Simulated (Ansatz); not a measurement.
# C2H5BN radical: up Jacob's ladder to CCSD(T)

The task here is to estimate one member of a computed series from the others.

Program: Ansatz 0.2.0, Gaussian basis. Level of theory: functionals in def2-TZVPP, the program's frozen cores in correlated methods. These are calculated values, not measurements.

Levels to be run: LDA (SPW92), PBE-D4, revPBE-D4, BLYP-D4, r2SCAN-D4, B97M-V, PBE0-D4, B3LYP-D4, r2SCANh-D4, r2SCAN0-D4, HSE06-D4, BHLYP-D4, CAM-B3LYP-D4, LC-ωPBE, ωB97X-V, ωB97M-V, B2PLYP, PBE-QIDH; CCSD(T)/def2-SVP; CCSD(T)/def2-TZVPP; MP2/def2-QZVPP; extrapolation to the limit; RPA on PBE.

### The geometry

All runs share one geometry, relaxed beforehand with PBE0-D4 in a triple-zeta def2 set.

SMILES `B[N]C=C`, 9 atoms, charge 0, spin multiplicity 2.

Atoms are counted from 1 here; the program's logs count them from 0.

Bond lengths: B1–N2 1.342 Å, B1–H5 1.202 Å, B1–H6 1.202 Å, N2–C3 1.284 Å, C3–C4 1.392 Å, C3–H7 1.093 Å, C4–H8 1.082 Å, C4–H9 1.083 Å. Angles: N2–B1–H5 119.4°, N2–B1–H6 119.4°, H5–B1–H6 121.3°, B1–N2–C3 179.9°, N2–C3–C4 123.7°, N2–C3–H7 118.2°, C4–C3–H7 118.1°, C3–C4–H8 120.6°, C3–C4–H9 120.2°, H8–C4–H9 119.2°.

Set-up of the first run:

The input, in.yaml:

```yaml
crystal:
  periodic: [false, false, false]
  atoms:
    - {symbol: B, position_ang: [-0.864617, 1.674798, -0.110418]}
    - {symbol: N, position_ang: [-0.486420, 0.387668, -0.106195]}
    - {symbol: C, position_ang: [-0.126247, -0.844366, -0.102091]}
    - {symbol: C, position_ang: [1.160960, -1.270596, 0.212309]}
    - {symbol: H, position_ang: [-1.300944, 2.163957, 0.896777]}
    - {symbol: H, position_ang: [-0.758861, 2.316874, -1.120679]}
    - {symbol: H, position_ang: [-0.871371, -1.601850, -0.359647]}
    - {symbol: H, position_ang: [1.410623, -2.323257, 0.200408]}
    - {symbol: H, position_ang: [1.925376, -0.549529, 0.472336]}
basis:
  gaussian: {orbitals: def2-TZVPP}
magnetization: {spin_polarized: true, initial_magnetization: 1}
hamiltonian: {xc: lda}
output: {orbitals: {seedname: orbitals}}
```

Among the steps run: LDA; PBE-D4 (GGA); revPBE-D4 (GGA); BLYP-D4 (GGA); r2SCAN-D4 (meta-GGA); B97M-V (meta-GGA); PBE0-D4 (hybrid); B3LYP-D4 (hybrid); r2SCANh-D4 (hybrid); r2SCAN0-D4 (hybrid); HSE06-D4 (hybrid); BHLYP-D4 (hybrid); CAM-B3LYP-D4 (range-separated); LC-ωPBE-D4 (range-separated; the results give it without D4); ωB97X-V (range-separated); ωB97M-V (range-separated); B2PLYP (double hybrid); PBE-QIDH (double hybrid).

One of the session's tables, all rows but one given; the rest of the session is left out.

It belongs to the step «Orbital energies across the functionals». 

| functional | HOMO (eV) | LUMO (eV) | gap (eV) |
| --- | --- | --- | --- |
| LDA (SPW92) | -5.54 | -4.62 | 0.92 |
| PBE-D4 | -5.55 | -4.23 | 1.32 |
| revPBE-D4 | -5.52 | -4.12 | 1.40 |
| BLYP-D4 | -5.38 | -4.14 | 1.24 |
| r2SCAN-D4 | -5.97 | -3.71 | 2.26 |
| B97M-V | -5.82 | -3.90 | 1.91 |
| PBE0-D4 | -6.83 | -3.09 | 3.74 |
| B3LYP-D4 | ? | ? | ? |
| r2SCANh-D4 | -6.45 | -3.30 | 3.15 |
| r2SCAN0-D4 | -7.18 | -2.66 | 4.52 |
| HSE06-D4 | -6.43 | -3.48 | 2.95 |
| BHLYP-D4 | -7.99 | -1.84 | 6.15 |
| CAM-B3LYP-D4 | -8.11 | -2.03 | 6.08 |
| LC-ωPBE | -9.54 | -0.72 | 8.81 |
| ωB97X-V | -9.00 | -1.05 | 7.95 |
| ωB97M-V | -8.82 | -1.19 | 7.62 |

Estimate the missing values for B3LYP-D4.

Worked estimate for «HOMO (eV)». Against the share of exact exchange, BLYP-D4 (0, -5.38), BHLYP-D4 (0.5, -7.99) give a slope of -5.22 per unit share; at 0.2 the line stands at -6.42.

**Answer.** HOMO (eV): -6.54; LUMO (eV): -3.44; gap (eV): 3.10. In «HOMO (eV)» the line misses by +0.12.
